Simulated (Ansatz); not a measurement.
Run this with the Ansatz DFT code, driven from Python and show what comes out.

`nb4c3_bands.py`:
```python
from pathlib import Path
import itertools
import warnings

import ansatz as az
import numpy as np


def main() -> None:
    warnings.simplefilter("ignore", az.DeckWarning)

    vectors = np.array([
        [4.470766, 0.0, 0.0],
        [0.0, 4.470766, 0.0],
        [0.0, 0.0, 4.470766],
    ])
    xtal = (
        az.Lattice.of(vectors)
        .atom("Nb", (0.0, 0.5, 0.0))
        .atom("Nb", (0.0, 0.0, 0.5))
        .atom("Nb", (0.5, 0.0, 0.0))
        .atom("Nb", (0.5, 0.5, 0.5))
        .atom("C", (0.5, 0.0, 0.5))
        .atom("C", (0.5, 0.5, 0.0))
        .atom("C", (0.0, 0.5, 0.5))
    )

    path = [
        ("G", (0.0, 0.0, 0.0)),
        ("X", (0.0, 0.5, 0.0)),
        ("M", (0.5, 0.5, 0.0)),
        ("G", (0.0, 0.0, 0.0)),
        ("R", (0.5, 0.5, 0.5)),
    ]
    calculation = xtal.calculation()
    calculation = calculation.functional("PBEsol").pseudopotentials("paw")
    calculation = calculation.basis(420).kpoints(5)
    calculation = calculation.occupations("Marzari-Vanderbilt")
    calculation = calculation.band_structure([point for _, point in path], intervals=10)
    calculation = calculation.scf(extra_bands=10)
    calculation = calculation.density()
    calculation = calculation.potential()
    calculation = calculation.electron_localization_function()
    calculation = calculation.output_files(volumetric_format="npy")
    planned = calculation.session().plan(threads=1)
    facts = planned.describe()
    print("plan:", facts["n_bands"], "bands,", len(facts["kpoints_frac"]), "k-points, plane waves", facts["n_pw_range"], "grid", facts["fft_dense"])
    done = planned.execute()
    r = done.report

    n_atoms = len(r["lattice"]["sites"])
    print("F =", round(r["free_energy_ev"], 4), "eV for", n_atoms, "atoms")
    print("E(sigma -> 0) =", round(r["energy_sigma0_ev"], 4), "eV, TS =", round(r["entropy_ts_ev"], 5), "eV")
    print("closed by", r["closed_by"], "after", r["n_iterations"], "iterations")

    rho = done.density()
    total = sum(channel.density_e_per_ang3 for channel in rho.channels[:2])
    grid_cell = np.asarray(rho.fft_grid_basis) @ done.lattice.cell_ang
    mesh = np.stack(np.meshgrid(*[np.arange(n) / n for n in rho.dims], indexing="ij"), axis=-1)
    for site in done.lattice.sites:
        offset = mesh - site.position_ang @ np.linalg.inv(grid_cell)
        offset -= offset.round()
        distance = np.min([np.linalg.norm((offset + shift) @ grid_cell, axis=-1) for shift in itertools.product((-1, 0, 1), repeat=3)], axis=0)
        inside = [total[distance < radius].sum() * rho.cell_volume_ang3 / total.size for radius in (0.8, 1.0, 1.2)]
        print(site.symbol, "electrons within 0.8, 1.0, 1.2 A:", np.round(inside, 2))

    folder = Path(done.write_results("fields"))
    print("densities in e/A^3, potentials in eV, ELF without unit")
    for name in sorted(p.name for p in folder.glob("*.npy")):
        field = np.load(folder / name)
        print(f"{name:16s} {str(field.shape):16s} min {field.min():10.4f}  mean {field.mean():10.4f}  max {field.max():10.4f}")

    bands = done.band_structure()
    fermi = bands.fermi_energy_ev
    print(f"zero of the bands: {fermi:.3f} eV, the Fermi level found on the SCF mesh")
    for spin, channel in enumerate(bands.channels):
        levels = channel.eigenvalues_ev - fermi
        crossing = [b for b in range(levels.shape[1]) if levels[:, b].min() < 0 < levels[:, b].max()]
        print(f"channel {spin}: bands that cross the Fermi level on this path:", [b + 1 for b in crossing] or "none")
        shown = crossing or sorted(np.argsort(np.abs(levels).min(axis=0))[:2])
        for k, row in zip(bands.kpoints_frac, levels[:, shown]):
            print(f"{k[0]:7.3f} {k[1]:7.3f} {k[2]:7.3f}  ", " ".join(f"{e:8.3f}" for e in row))


if __name__ == "__main__":
    main()
```

```console
$ python nb4c3_bands.py
plan: 42 bands, 10 k-points, plane waves [1728, 1763] grid [30, 30, 30]
F = -18725.2035 eV for 7 atoms
E(sigma -> 0) = -18725.2044 eV, TS = -0.00271 eV
closed by deck_thresholds after 6 iterations
Nb electrons within 0.8, 1.0, 1.2 A: [ 6.83  9.05 10.18]
Nb electrons within 0.8, 1.0, 1.2 A: [ 6.83  9.05 10.18]
Nb electrons within 0.8, 1.0, 1.2 A: [ 6.83  9.05 10.18]
Nb electrons within 0.8, 1.0, 1.2 A: [ 6.82  9.02 10.18]
C electrons within 0.8, 1.0, 1.2 A: [2.37 3.68 4.74]
C electrons within 0.8, 1.0, 1.2 A: [2.37 3.68 4.74]
C electrons within 0.8, 1.0, 1.2 A: [2.37 3.68 4.74]
densities in e/A^3, potentials in eV, ELF without unit
elf.npy          (30, 30, 30)     min     0.0208  mean     0.3867  max     0.7852
rho.npy          (30, 30, 30)     min     0.1210  mean     0.7162  max     5.2188
v_es.npy         (30, 30, 30)     min   -82.9235  mean     5.9219  max    21.8734
v_tot.npy        (30, 30, 30)     min  -108.9542  mean    -6.8344  max    13.4569
zero of the bands: 17.096 eV, the Fermi level found on the SCF mesh
channel 0: bands that cross the Fermi level on this path: [31, 32, 33, 34, 35]
  0.000   0.000   0.000     -0.539   -0.539   -0.194   -0.194   -0.194
  0.000   0.050   0.000     -0.623   -0.564   -0.502   -0.076   -0.076
  0.000   0.100   0.000     -0.671   -0.671   -0.639    0.151    0.151
  0.000   0.150   0.000     -0.758   -0.584   -0.584    0.413    0.413
  0.000   0.200   0.000     -0.914   -0.449   -0.449    0.695    0.695
  0.000   0.250   0.000     -1.096   -0.290   -0.290    0.990    0.990
  0.000   0.300   0.000     -1.296   -0.123   -0.123    1.289    1.289
  0.000   0.350   0.000     -1.437    0.035    0.035    1.386    1.443
  0.000   0.400   0.000     -1.496    0.168    0.168    1.211    1.452
  0.000   0.450   0.000     -1.532    0.257    0.257    1.051    1.502
  0.000   0.500   0.000     -1.544    0.288    0.288    0.993    1.521
  0.050   0.500   0.000     -1.446    0.262    0.309    0.943    1.587
  0.100   0.500   0.000     -1.206    0.200    0.370    0.804    1.748
  0.150   0.500   0.000     -0.895    0.138    0.468    0.613    1.934
  0.200   0.500   0.000     -0.547    0.100    0.407    0.598    2.026
  0.250   0.500   0.000     -0.182    0.078    0.213    0.751    1.953
  0.300   0.500   0.000      0.046    0.046    0.187    0.917    1.879
  0.350   0.500   0.000     -0.087   -0.018    0.546    1.085    1.798
  0.400   0.500   0.000     -0.183   -0.114    0.877    1.238    1.701
  0.450   0.500   0.000     -0.241   -0.215    1.164    1.359    1.573
  0.500   0.500   0.000     -0.261   -0.261    1.382    1.412    1.412
  0.450   0.450   0.000     -0.205   -0.191    1.072    1.381    1.447
  0.400   0.400   0.000     -0.087   -0.038    0.741    1.180    1.296
  0.350   0.350   0.000     -0.083    0.234    0.425    0.835    1.179
  0.300   0.300   0.000     -0.232    0.131    0.486    0.601    1.042
  0.250   0.250   0.000     -0.483   -0.137    0.172    0.887    1.042
  0.200   0.200   0.000     -0.726   -0.372   -0.087    0.636    0.708
  0.150   0.150   0.000     -0.868   -0.563   -0.286    0.294    0.499
  0.100   0.100   0.000     -0.869   -0.703   -0.426    0.035    0.257
  0.050   0.050   0.000     -0.723   -0.590   -0.510   -0.131   -0.008
  0.000   0.000   0.000     -0.539   -0.539   -0.194   -0.194   -0.194
  0.050   0.050   0.050     -0.710   -0.710   -0.328   -0.328    0.062
  0.100   0.100   0.100     -0.813   -0.813   -0.219   -0.219    0.359
  0.150   0.150   0.150     -0.687   -0.687    0.002    0.002    0.614
  0.200   0.200   0.200     -0.406   -0.406    0.250    0.250    0.869
  0.250   0.250   0.250     -0.149   -0.149    0.475    0.475    1.165
  0.300   0.300   0.300     -0.250   -0.250    0.908    0.908    1.534
  0.350   0.350   0.350     -0.514   -0.466    1.501    1.501    1.973
  0.400   0.400   0.400     -0.749    0.053    2.094    2.094    2.406
  0.450   0.450   0.450     -0.899    0.468    2.550    2.550    2.666
  0.500   0.500   0.500     -0.950    0.634    2.718    2.718    2.723
```

Caveats:
- Total energies depend on the potentials; only differences at equal settings carry meaning. A total without «per atom» is that of the cell as typed.
- The negative TS is no error: cold and Methfessel-Paxton smearing have a generalised entropy.
- The computed bands are complete only to about 3.6 eV above the Fermi level.
- For a metal this k-point mesh is coarse: on a finer one energies can move by several to tens of meV an atom and pressures by half a GPa or more, differences at one mesh by less.
- The fields are valence quantities on the plane-wave grid; their values near the nuclei depend on the potentials.
- The structure comes from a database of computed cells and needn't be a stable or known phase.
- Gaps and levels are Kohn-Sham values on a finite set of k-points, without spin-orbit coupling.
- Finished in 11 s on 1 thread of Arm Neoverse N1, on a shared host, peak memory 0.41 GiB.
